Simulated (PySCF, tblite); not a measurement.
**C₈H₁₀+ (doublet): geometry, infrared bands and EPR parameters**

Wanted: the infrared bands and EPR parameters of C₈H₁₀+ (doublet) (`[CH2+][C]=C(C)CC#CC`), by calculation.

Computed with tblite 0.8.0 and PySCF 2.14.0, with density-fitted response routines of our own, on a single molecule in the gas phase. Atoms are numbered from 0 throughout.

## (1) The starting structure

18 atoms, charge 1, multiplicity 2; geometry from: force field or distance geometry start.

Bonds of the start (Å): C0–C1 1.45, C1–C2 1.33, C2–C3 1.49, C2–C4 1.47, C4–C5 1.48, C5–C6 1.21, C6–C7 1.48, C0–H8 1.09, C0–H9 1.07, C3–H10 1.12, C3–H11 1.10, C3–H12 1.10, C4–H13 1.11, C4–H14 1.11, C7–H15 1.11, C7–H16 1.09, C7–H17 1.12.

## (2) Geometry optimisation with GFN2-xTB

Job settings and geometry (Å):

```
{"job": {"kind": "relax", "xc": "GFN2-xTB", "basis": "xTB"}, "charge": 1, "multiplicity": 2}
C     -3.130100    -0.830500     0.816400
C     -1.989700    -1.252200     0.023500
C     -1.096400    -0.358300    -0.379800
C     -1.230800     1.100100    -0.100700
C      0.063200    -0.792600    -1.170900
C      1.286400    -0.409600    -0.439600
C      2.282200    -0.076400     0.155500
C      3.486400     0.328700     0.911800
H     -3.114200    -0.953000     1.901000
H     -4.010600    -0.398400     0.383800
H     -1.768300     1.143600     0.881800
H     -0.263800     1.600000     0.069200
H     -1.891600     1.623200    -0.808100
H      0.094800    -0.306000    -2.164300
H      0.002000    -1.897100    -1.261200
H      3.368600     1.414500     1.119400
H      4.406100     0.223000     0.337800
H      3.497100    -0.152600     1.918500
```

Command:

```console
> OMP_NUM_THREADS=1 python probes_run.py task.json out
```

This one command runs all jobs of the session in turn.

**Question.** This job is followed by: GFN2-xTB harmonic vibrations, gas phase; UKS B3LYP, pcH-1 on C H, non-relativistic, mean-field spin-orbit, GIAO. Predict these results of the whole session: strongest single infrared mode (GFN2-xTB); zero-point energy (GFN2-xTB); g(iso) (B3LYP); ⟨S²⟩; largest a(iso) (averaged by class).

As calculated:

| quantity | value |
| --- | --- |
| strongest single infrared mode (GFN2-xTB) | 2014 cm⁻¹, 1383 km/mol |
| zero-point energy (GFN2-xTB) | 89.3 kcal/mol |
| g(iso) (B3LYP) | 2.00413 |
| ⟨S²⟩ | 0.753 (exact 0.75) |
| largest a(iso) (averaged by class) | 1H on H13, H14, 154.0 MHz |

**Reading.** Relaxing lowered the energy by 2.221 eV in 192 steps; the close pair that moved most is C0–C1, from 1.452 to 1.277 Å. No mode is imaginary among the 48: a minimum at this level. The strongest single mode, at 2014 cm⁻¹, moves mainly C1. GFN2-xTB is a fitted tight-binding method: band positions and strengths are rough. Its intensities can rank the bands wrongly. C1 carries the largest spin population, 0.33 e. The isotropic g lies 1.8 ppt above the free-electron value. These values are for one conformer; the search (at its own cheap level) found 2 more, at 0.01, 1.69 kcal/mol (those within 0.05 may be mirror or relabelled copies), and measured spectra average over such forms.
